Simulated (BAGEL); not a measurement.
# CH4BClO (SMILES COBCl): HF/6-31G(d) (density fitting with qzvpp-jkfit, spherical functions)

Aim: the energy change on altering one bond length of CH4BClO at HF/6-31G* (density fitting with qzvpp-jkfit, spherical functions), from 2 runs. 

The calculation is run with BAGEL 1.2.2.

5 further runs of the same task are left out: 3 that didn't finish, 2 set aside as unsound or not needed. Runs told in other sessions of the task aren't counted.

### 1 The system as given

CH4BClO: 8 atoms, total charge 0, spin state singlet. As SMILES, `COBCl`. The shape is that of a PBE0-D4/def2-TZVP optimisation. This is one conformer, not always the lowest.

Bond lengths: C1–O2 1.416 Å, O2–B3 1.334 Å, B3–Cl4 1.755 Å, C1–H5 1.091 Å, C1–H6 1.093 Å, C1–H7 1.091 Å, B3–H8 1.195 Å. Angles: C1–O2–B3 121.8°, O2–B3–Cl4 118.3°, O2–C1–H5 108.7°, O2–C1–H6 111.5°, O2–C1–H7 108.6°, O2–B3–H8 122.7°, Cl4–B3–H8 119.0°, H5–C1–H6 109.5°, H5–C1–H7 109.0°, H6–C1–H7 109.5°.

### 2 The energy at HF/6-31G(d) (density fitting with qzvpp-jkfit, spherical functions)

File job.json:

```json
{ "bagel" : [

{
  "title" : "molecule",
  "basis" : "6-31gs.json",
  "df_basis" : "qzvpp-jkfit",
  "angstrom" : true,
  "geometry" : [
    { "atom" : "C", "xyz" : [    0.183600,    1.104700,   -0.077800 ] },
    { "atom" : "O", "xyz" : [    0.201900,   -0.193200,   -0.643400 ] },
    { "atom" : "B", "xyz" : [   -0.176100,   -1.267300,    0.051400 ] },
    { "atom" : "Cl", "xyz" : [   -0.116600,   -2.833000,   -0.740100 ] },
    { "atom" : "H", "xyz" : [   -0.475900,    1.736300,   -0.674900 ] },
    { "atom" : "H", "xyz" : [   -0.167400,    1.084900,    0.957000 ] },
    { "atom" : "H", "xyz" : [    1.194100,    1.514600,   -0.112600 ] },
    { "atom" : "H", "xyz" : [   -0.551400,   -1.204200,    1.184700 ] }
  ]
},
{
  "title" : "hf"
},
{
  "title" : "print",
  "file" : "orbitals.molden",
  "orbitals" : true
}

]}
```

The basis set 6-31G* is read from a file made from the Basis Set Exchange's data (not shown).

Command:

```console
$ BAGEL_NUM_THREADS=1 BAGEL job.json > job.out
```

Standard output:

```text
* using 1 threads per process

  ===============================================================
  ===============================================================

  *** Geometry ***

  { "atom" : "C", "xyz" : [      0.346954,      2.087580,     -0.147021 ] },
  { "atom" : "O", "xyz" : [      0.381536,     -0.365095,     -1.215850 ] },
  { "atom" : "B", "xyz" : [     -0.332781,     -2.394850,      0.097132 ] },
  { "atom" : "Cl", "xyz" : [     -0.220342,     -5.353594,     -1.398586 ] },
  { "atom" : "H", "xyz" : [     -0.899321,      3.281131,     -1.275376 ] },
  { "atom" : "H", "xyz" : [     -0.316340,      2.050164,      1.808468 ] },
  { "atom" : "H", "xyz" : [      2.256522,      2.862179,     -0.212783 ] },
  { "atom" : "H", "xyz" : [     -1.041995,     -2.275608,      2.238759 ] },

  Number of auxiliary basis functions:      427

  Since a DF basis is specified, we compute 2- and 3-index integrals:
    o Being stored without compression. Storage requirement is 0.016 GB

  Number of basis functions:       68
  Number of electrons      :       40

    * METHOD: MOLECULE                             0.18

  *** RHF ***

  === Nuclear Repulsion ===
   140.4722550682

      * DIIS with orbital gradients will be used.

  === RHF iteration (6-31gs.json) ===
      0       -599.16961043          0.01906832           0.05
      1       -599.26013216          0.01230506           0.04
      2       -599.30185358          0.00177360           0.04
      3       -599.30329911          0.00023826           0.04
      4       -599.30334323          0.00008191           0.04
      5       -599.30334814          0.00002300           0.04
      6       -599.30334861          0.00000775           0.04
      7       -599.30334867          0.00000211           0.04
      8       -599.30334867          0.00000046           0.04
      9       -599.30334867          0.00000020           0.04
     10       -599.30334867          0.00000006           0.04
     11       -599.30334867          0.00000002           0.04
     12       -599.30334867          0.00000001           0.04
    * SCF iteration converged.

    * Permanent dipole moment:
           (    0.049319,    -1.133392,    -0.592313) a.u.

    * METHOD: HF                                   0.72

    * METHOD: PRINT                                0.01

  ===============================================================
```

Run time: 1.1 s. Hardware: 1 thread of Arm Neoverse V1, shared host; peak memory 0.088 GiB.

### 3 The distorted shape at the same level

File calc.json:

```json
{ "bagel": [

{
  "title": "molecule",
  "basis": "6-31gs.json",
  "df_basis": "qzvpp-jkfit",
  "angstrom": "true",
  "geometry": [
    { "atom": "C", "xyz": [    0.174675,    1.339546,    0.040921 ] },
    { "atom": "O", "xyz": [    0.192975,    0.041646,   -0.524679 ] },
    { "atom": "B", "xyz": [   -0.185025,   -1.032454,    0.170121 ] },
    { "atom": "Cl", "xyz": [   -0.116600,   -2.833000,   -0.740100 ] },
    { "atom": "H", "xyz": [   -0.484825,    1.971146,   -0.556179 ] },
    { "atom": "H", "xyz": [   -0.176325,    1.319746,    1.075721 ] },
    { "atom": "H", "xyz": [    1.185175,    1.749446,    0.006121 ] },
    { "atom": "H", "xyz": [   -0.560325,   -0.969354,    1.303421 ] }
  ]
},
{
  "title": "hf"
},
{
  "title": "print",
  "file": "orbitals.molden",
  "orbitals": "true"
}

]}
```

The basis set 6-31G* is read from a file made from the Basis Set Exchange's data (not shown).

Command:

```console
$ BAGEL_NUM_THREADS=1 BAGEL calc.json > calc.out
```

Standard output:

```text
* using 1 threads per process

  ===============================================================
  ===============================================================

  *** Geometry ***

  { "atom" : "C", "xyz" : [      0.330088,      2.531375,      0.077329 ] },
  { "atom" : "O", "xyz" : [      0.364670,      0.078700,     -0.991500 ] },
  { "atom" : "B", "xyz" : [     -0.349647,     -1.951055,      0.321482 ] },
  { "atom" : "Cl", "xyz" : [     -0.220342,     -5.353594,     -1.398586 ] },
  { "atom" : "H", "xyz" : [     -0.916186,      3.724926,     -1.051026 ] },
  { "atom" : "H", "xyz" : [     -0.333206,      2.493958,      2.032818 ] },
  { "atom" : "H", "xyz" : [      2.239656,      3.305974,      0.011567 ] },
  { "atom" : "H", "xyz" : [     -1.058861,     -1.831814,      2.463109 ] },

  Number of auxiliary basis functions:      427

  Since a DF basis is specified, we compute 2- and 3-index integrals:
    o Being stored without compression. Storage requirement is 0.016 GB

  Number of basis functions:       68
  Number of electrons      :       40

    * METHOD: MOLECULE                             0.18

  *** RHF ***

  === Nuclear Repulsion ===
   133.4900656071

      * DIIS with orbital gradients will be used.

  === RHF iteration (6-31gs.json) ===
      0       -599.14027811          0.01954619           0.05
      1       -599.23909116          0.01259818           0.04
      2       -599.28292214          0.00186205           0.04
      3       -599.28456965          0.00033667           0.04
      4       -599.28465950          0.00010948           0.04
      5       -599.28466949          0.00002983           0.04
      6       -599.28467052          0.00001028           0.04
      7       -599.28467064          0.00000305           0.04
      8       -599.28467065          0.00000070           0.04
      9       -599.28467065          0.00000031           0.04
     10       -599.28467065          0.00000008           0.04
     11       -599.28467065          0.00000003           0.04
     12       -599.28467065          0.00000001           0.04
    * SCF iteration converged.

    * Permanent dipole moment:
           (    0.056697,    -1.657993,    -0.820397) a.u.

    * METHOD: HF                                   0.72

    * METHOD: PRINT                                0.01

  ===============================================================
```

Wall time 1.1 s (1 thread of Arm Neoverse V1, shared host); peak memory 0.088 GiB.

### 4 Results

At HF/6-31G* (density fitting with qzvpp-jkfit, spherical functions):

| quantity | value |
| --- | --- |
| first shape: total energy | -599.30335 Eh |
| first shape: dipole moment | 3.25 D |
| first shape: HOMO energy | -12.11 eV |
| first shape: LUMO energy | 4.00 eV |
| first shape: HOMO–LUMO gap | 16.11 eV |
| distorted shape: total energy | -599.28467 Eh |
| distorted shape: dipole moment | 4.70 D |
| distorted shape: HOMO energy | -11.76 eV |
| distorted shape: LUMO energy | 3.47 eV |
| distorted shape: HOMO–LUMO gap | 15.23 eV |
| energy change with the B3–Cl4 bond stretched from 1.755 to 2.019 Å | 0.508 eV |

In words: With the B3–Cl4 bond stretched from 1.755 to 2.019 Å the energy rises by 0.51 eV (49.0 kJ/mol). The first shape isn't relaxed at this level, so the change isn't measured from a minimum.
